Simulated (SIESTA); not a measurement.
The system is MgTiNbO4.

```
CELL_PARAMETERS angstrom
-1.90150 2.12251 4.98306
1.90150 -2.12251 4.98306
1.90150 2.12251 -4.98306
ATOMIC_POSITIONS crystal
Nb 0.03361 0.03402 0.01444
Ti 0.70453 0.21650 0.48708
Mg 0.31539 0.82604 0.51077
O 0.78421 0.79370 0.01822
O 0.94228 0.44542 0.48234
O 0.23140 0.22872 0.98153
O 0.51454 0.00814 0.49066
```

The cell comes from a database or a generator and needn't be the stable form of this composition.

The cell isn't the ideal one: atoms moved at random, drawn with an rms of 0.05 Å.

Base run:

```yaml
Program: SIESTA 5.4.2
Functional: PBE
Potentials_or_basis: PseudoDojo 0.4 standard (PBE files)
Basis: DZP (energy shift 0.003 Ry; two zetas on semicore shells)
Grid_cutoff: 800 Ry
Energy_shift: 0.003 Ry
k_mesh: 9 × 9 × 9
Occupations: fermi-dirac, width 0.05 eV
Spin: no spin polarisation
```

Its results: band gap on the k mesh none (metal or under the smearing width); pressure 2.8 GPa; largest force 1.165 eV/Å.

Problem. The run is repeated on the same cell with these changes: functional from PBE to PBEsol; potentials or basis from PseudoDojo 0.4 standard (PBE files) to PseudoDojo 0.4 standard (PBEsol files). What comes out?

Solution. Band gap on the k mesh none (metal or under the smearing width); pressure -3.2 GPa; largest force 1.132 eV/Å.

Caveats: the basis of atomic orbitals isn't converged, which shifts pressures, moduli and gaps; an odd number of electrons without spin polarisation forces a metal; a magnetic or distorted state may lie lower; semilocal functionals often make such compounds metallic where correlation or magnetic order opens a gap, which also shifts bond lengths.
